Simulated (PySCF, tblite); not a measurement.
**C8H11 radical: geometry, infrared bands and EPR parameters**

Wanted: the infrared bands and EPR parameters of C8H11 radical (`C=[C]C(=C)C(=C)CC`), by calculation.

The runs use tblite 0.8.0 and PySCF 2.14.0, with density-fitted response routines of our own; the level of theory stands in each step. All values are computed, except where a source is named. Atoms count from 0, in the outputs and in this text.

## Step 1: Starting geometry

19 atoms, charge 0, multiplicity 2; geometry from: force field or distance geometry start.

Bonds of the start (Å): C0–C1 1.31, C1–C2 1.43, C2–C3 1.34, C2–C4 1.47, C4–C5 1.35, C4–C6 1.51, C6–C7 1.52, C0–H8 1.08, C0–H9 1.08, C3–H10 1.09, C3–H11 1.09, C5–H12 1.08, C5–H13 1.09, C6–H14 1.09, C6–H15 1.11, C7–H16 1.09, C7–H17 1.10, C7–H18 1.10.

## Step 2: Optimising the geometry with GFN2-xTB

The job: settings as JSON, then the geometry in Å.

```
{"job": {"kind": "relax", "xc": "GFN2-xTB", "basis": "xTB"}, "charge": 0, "multiplicity": 2}
C      3.165900     1.049700    -0.289200
C      2.009400     0.595800     0.112300
C      0.763300     0.087600     0.587200
C      0.439800     0.362300     1.854600
C     -0.120700    -0.644000    -0.339300
C      0.336400    -1.160600    -1.505500
C     -1.586200    -0.836300    -0.007400
C     -2.397800     0.443900    -0.144300
H      4.087500     0.568100     0.005700
H      3.195300     1.921700    -0.927800
H     -0.485800     0.029400     2.324700
H      1.117400     0.907000     2.504500
H     -0.315700    -1.697600    -2.173200
H      1.382300    -1.072500    -1.814200
H     -2.034100    -1.586800    -0.663100
H     -1.701500    -1.249700     1.018100
H     -2.068100     1.221400     0.546600
H     -2.337900     0.830800    -1.167000
H     -3.459200     0.239000     0.069900
```

On the command line:

```console
OMP_NUM_THREADS=1 python probes_run.py task.json out
```

This one command runs all jobs of the session in turn.

**Question.** This job is followed by: GFN2-xTB harmonic vibrations, gas phase; UKS B3LYP, pcH-1 on C H, non-relativistic, mean-field spin-orbit, GIAO. Predict these results of the whole session: strongest single infrared mode (GFN2-xTB); zero-point energy (GFN2-xTB); g(iso) (B3LYP); ⟨S²⟩; largest a(iso) (averaged by class); potential on the surface of density 0.002 e/bohr³, 1st and 99th percentile.

**Answer**, as computed:

| quantity | value |
| --- | --- |
| strongest single infrared mode (GFN2-xTB) | 1951 cm⁻¹, 97 km/mol |
| zero-point energy (GFN2-xTB) | 98.5 kcal/mol |
| g(iso) (B3LYP) | 2.00238 |
| ⟨S²⟩ | 0.780 (exact 0.75) |
| largest a(iso) (averaged by class) | 1H on H9, 116.0 MHz |
| potential on the surface of density 0.002 e/bohr³, 1st and 99th percentile | -0.69 V and 0.84 V |

**Reading.** Relaxing lowered the energy by 0.274 eV in 127 steps; the close pair that moved most is C1–C2, from 1.427 to 1.355 Å. No mode is imaginary among the 51: a minimum at this level. The strongest single mode, at 1951 cm⁻¹, moves mainly C1. Unscaled tight-binding wavenumbers are off by several per cent, some by more. Its intensities can rank the bands wrongly. The largest spin populations lie on C3 (0.72 e), C1 (0.60 e). The isotropic g lies 0.1 ppt above the free-electron value.
